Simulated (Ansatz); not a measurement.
# C5H14FNSn: how energies converge with the basis set

Aim: see how fast density functionals converge with the basis set for C5H14FNSn.

Method: one geometry, several basis sets; program: Ansatz 0.2.0, Gaussian basis.

Levels to be run: PBE0-D4/def2-SVP; ωB97M-V/def2-SVP; PBE0-D4/def2-QZVPP; ωB97M-V/def2-QZVPP; the functionals' def2-TZVPP values are taken from earlier runs.

### 1 The geometry

An earlier PBE0-D4 in a triple-zeta def2 set relaxation fixed the geometry. Sn takes the def2 core potential; no spin-orbit term is included.

SMILES `[CH3][SnH]([F])[NH]C(C)(C)C`, 22 atoms, charge 0, spin multiplicity 1.

Atoms are counted from 1 here; the program's logs count them from 0.

Bond lengths: C1–Sn2 2.120 Å, C1–H9 1.090 Å, C1–H10 1.091 Å, C1–H11 1.090 Å, Sn2–F3 1.933 Å, Sn2–N4 2.019 Å, Sn2–H12 1.715 Å, N4–C5 1.462 Å, N4–H13 1.014 Å, C5–C6 1.524 Å, C5–C7 1.530 Å, C5–C8 1.526 Å, C6–H14 1.092 Å, C6–H15 1.097 Å, C6–H16 1.092 Å, C7–H17 1.093 Å, C7–H18 1.094 Å, C7–H19 1.094 Å and more. Angles: Sn2–C1–H9 108.5°, Sn2–C1–H10 109.9°, Sn2–C1–H11 110.2°, H9–C1–H10 109.3°, H9–C1–H11 109.7°, H10–C1–H11 109.3°, C1–Sn2–F3 105.5°, C1–Sn2–N4 111.4°, C1–Sn2–H12 115.9°, F3–Sn2–N4 100.3°, F3–Sn2–H12 105.5°, N4–Sn2–H12 116.2°, Sn2–N4–C5 122.3°, Sn2–N4–H13 110.2°, C5–N4–H13 111.1°, N4–C5–C6 108.1°, N4–C5–C7 112.4°, N4–C5–C8 107.8° and more.

Geometry (Å):

```xyz
22
charge 0, multiplicity 1
C     1.86511    2.66770   -0.76411
Sn    1.26480    1.38493    0.81333
F     2.87756    0.99358    1.80430
N     0.80642   -0.45872    0.12926
C    -0.57500   -0.91281   -0.02446
C    -1.34738    0.16582   -0.77431
C    -1.25100   -1.19090    1.31933
C    -0.55482   -2.19159   -0.85774
H     2.58605    2.13711   -1.38544
H     0.99991    2.94001   -1.36987
H     2.32220    3.57098   -0.36080
H     0.17833    2.05916    1.95591
H     1.36933   -1.15698    0.60214
H    -2.37175   -0.15357   -0.97589
H    -1.41644    1.08947   -0.18579
H    -0.86093    0.39318   -1.72568
H    -0.69867   -1.95539    1.87227
H    -1.28255   -0.28758    1.93496
H    -2.27731   -1.54543    1.18800
H    -0.08583   -2.00493   -1.82555
H    -1.56616   -2.57270   -1.02186
H     0.01814   -2.97133   -0.34800
```

### 2 PBE0-D4 in def2-SVP

The input, in.yaml:

```yaml
crystal:
  periodic: [false, false, false]
  atoms:
    - {symbol: C, position_ang: [1.865106, 2.667702, -0.764111]}
    - {symbol: Sn, position_ang: [1.264798, 1.384931, 0.813331]}
    - {symbol: F, position_ang: [2.877562, 0.993584, 1.804296]}
    - {symbol: N, position_ang: [0.806418, -0.458720, 0.129265]}
    - {symbol: C, position_ang: [-0.574999, -0.912809, -0.024455]}
    - {symbol: C, position_ang: [-1.347384, 0.165820, -0.774314]}
    - {symbol: C, position_ang: [-1.251000, -1.190904, 1.319328]}
    - {symbol: C, position_ang: [-0.554817, -2.191591, -0.857736]}
    - {symbol: H, position_ang: [2.586048, 2.137112, -1.385436]}
    - {symbol: H, position_ang: [0.999905, 2.940013, -1.369869]}
    - {symbol: H, position_ang: [2.322200, 3.570979, -0.360800]}
    - {symbol: H, position_ang: [0.178325, 2.059157, 1.955910]}
    - {symbol: H, position_ang: [1.369327, -1.156980, 0.602143]}
    - {symbol: H, position_ang: [-2.371748, -0.153572, -0.975891]}
    - {symbol: H, position_ang: [-1.416440, 1.089466, -0.185787]}
    - {symbol: H, position_ang: [-0.860926, 0.393179, -1.725680]}
    - {symbol: H, position_ang: [-0.698672, -1.955395, 1.872273]}
    - {symbol: H, position_ang: [-1.282555, -0.287580, 1.934958]}
    - {symbol: H, position_ang: [-2.277307, -1.545433, 1.187997]}
    - {symbol: H, position_ang: [-0.085832, -2.004929, -1.825554]}
    - {symbol: H, position_ang: [-1.566163, -2.572703, -1.021863]}
    - {symbol: H, position_ang: [0.018144, -2.971327, -0.347996]}
basis:
  gaussian: {orbitals: def2-SVP}
hamiltonian: {xc: pbe0, dispersion: d4}
output: {orbitals: {seedname: orbitals}}
```

The runs that follow: ωB97M-V in def2-SVP; PBE0-D4 in def2-QZVPP; ωB97M-V in def2-QZVPP.

Before running them: what should the planned runs give, taken together? Wanted: PBE0-D4: double and triple zeta above quadruple; ωB97M-V: double and triple zeta above quadruple.

**Answer**, as computed:

| quantity | value |
| --- | --- |
| PBE0-D4: double and triple zeta above quadruple | 12.12, 0.63 eV |
| ωB97M-V: double and triple zeta above quadruple | 12.66, 0.61 eV |

**Reading.** PBE0-D4 gains 11.49 eV from double to triple zeta, then 0.63 eV more. Total energies overstate the basis error of differences, where much of it tends to cancel. The LUMO of ωB97M-V is positive and keeps falling with the basis (2.21 to 1.28 eV): an unbound level that the basis holds in place.
